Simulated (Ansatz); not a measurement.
Runs of Ansatz 0.2.0 on HPbNO4. The typed cell holds 7 atoms: a = 3.857 Å, b = 4.338 Å, c = 5.984 Å, α = 81.87°, β = 83.26°, γ = 87.68°. The cell was built by a generator and needn't be a form met in nature.

```csv
task,level,cell,k mesh,cutoff (eV),points for each segment of the path,mesh quality,gap on the mesh (eV),pressure (GPa),relaxed volume (Å³/atom),largest force (eV/Å)
relaxation of cell and atoms,r2SCAN,relaxed,5 × 5 × 4,500,-,not flagged,0.69,0.0,(c),0.01
band structure,r2SCAN,as given,7 × 6 × 5,500,10,not flagged,0.41,-4.2,-,(b)
relaxation of cell and atoms,LDA,relaxed,5 × 5 × 4,420,-,not flagged,0.80,0.0,11.54,0.01
single point,PBE0,as given,3 × 3 × 2,420,-,coarse,(a),-6.6,-,1.46
relaxation of cell and atoms,r2SCAN+D4,relaxed,5 × 5 × 4,500,-,not flagged,0.82,0.0,12.09,-
```

Alike in all rows: potentials or basis Ansatz PAW; no spin polarisation; smearing fermi-dirac 0.05 eV.

Task: Estimate the missing entries.

Result: (a) 1.39; (b) 0.58; (c) 12.37.

Caveats: some runs use coarse meshes; spin-orbit coupling is left out, which as a rule narrows the gap of such compounds by several tenths of an eV; the PAW data sets come from PBE, with cores solved anew for the run's functional, which leaves a small shift of forces and pressure; odd divisions of the mesh miss points on the zone boundary, where band edges often lie, so the gap on the mesh can be too wide (some runs); the plane-wave basis is chosen anew once the cell has moved, so the energies of steps on either side of that aren't comparable (some runs); the k mesh misses the band edges, so the gap on the mesh is wider than the one along the path (some runs); the volume moved by over 15 % at a fixed basis, so the end points are rough (some runs); forces of over 1 eV/Å show positions far from the minimum, so gaps and moduli don't describe the material at rest (some runs).

A k mesh can miss the band edges, and the runs leave out spin-orbit coupling on Pb.

Runs at the PBE level aren't shown here.
